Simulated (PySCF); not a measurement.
# C8H20Cl2N2Ti (Ti(NEt2)2Cl2): the cost of one run

Computed with PySCF 2.14.0, with density-fitted response routines of our own, on a single molecule in the gas phase. Atoms are numbered from 0 throughout.

## (1) The molecule as given

33 atoms, charge 0, multiplicity 1; geometry from: GFN2-xTB. The atoms were then displaced at random by about 0.03 Å, so the start is not that level's minimum.

Bonds of the start (Å): Ti0–N1 1.79, Ti0–N16 1.77, Ti0–Cl31 2.25, Ti0–Cl32 2.12, N1–C2 1.46, N1–C4 1.43, C2–C3 1.60, C2–H6 1.01, C2–H7 1.11, C3–H8 1.02, C3–H9 1.02, C3–H10 1.19, C4–C5 1.57, C4–H11 1.15, C4–H12 1.05, C5–H13 1.08, C5–H14 1.11, C5–H15 1.13, N16–C17 1.44, N16–C19 1.41, C17–C18 1.58, C17–H21 1.07, C17–H22 1.16, C18–H23 1.09, C18–H24 1.10, C18–H25 1.03, C19–C20 1.51, C19–H26 1.17, C19–H27 1.02, C20–H28 1.04 and more.

## (2) Relaxing the molecule at PBE0-D3(BJ)/def2-SVP

The job: settings as JSON, then the geometry in Å.

```
{"job": {"xc": "PBE0", "basis": "def2-SVP", "d3": "d3bj", "grid": 1, "maxiter": 40, "shake": 0.03, "kind": "geom"}, "charge": 0, "multiplicity": 1}
Ti    -0.984960    -0.083620    -0.728940
N     -0.979430    -0.026260     1.060430
C     -1.868340    -0.925510     1.792990
C     -1.077080    -2.311080     1.862030
C     -0.266700     0.970730     1.801380
C     -1.117000     2.275130     1.999950
H     -2.771470    -1.000910     1.336290
H     -1.911140    -0.530040     2.828060
H     -1.042250    -2.670050     0.911420
H     -0.215710    -2.277000     2.398780
H     -1.843720    -3.016830     2.443550
H      0.034750     0.598310     2.843920
H      0.579980     1.283240     1.262630
H     -1.441060     2.645960     1.043770
H     -2.023060     2.005200     2.572160
H     -0.545410     3.069770     2.557910
N      0.695400     0.054300    -1.262950
C      1.656870    -0.901570    -0.774950
C      1.574590    -2.278540    -1.537030
C      1.004280     0.891990    -2.349310
C      1.304700     2.301160    -1.898580
H      1.536950    -1.162650     0.252790
H      2.718070    -0.469040    -0.984470
H      0.551870    -2.636780    -1.456220
H      1.836450    -2.145370    -2.592490
H      2.257510    -2.935380    -1.145260
H      1.967880     0.424210    -2.807520
H      0.288380     0.927560    -3.079430
H      0.466230     2.667930    -1.406440
H      2.148360     2.333480    -1.194230
H      1.601860     2.940410    -2.692690
Cl    -2.194100     1.647610    -1.514280
Cl    -2.086960    -1.678150    -1.579000
```

The run is started by

```bash
$ OMP_NUM_THREADS=2 python probes_run.py task.json out
```

This one command runs all jobs of the session in turn.

Q: Estimate the wall time and peak memory of this first job on 2 threads of AMD EPYC 9R45, shared host.

About 9.4 min, with a peak of 3 GiB.
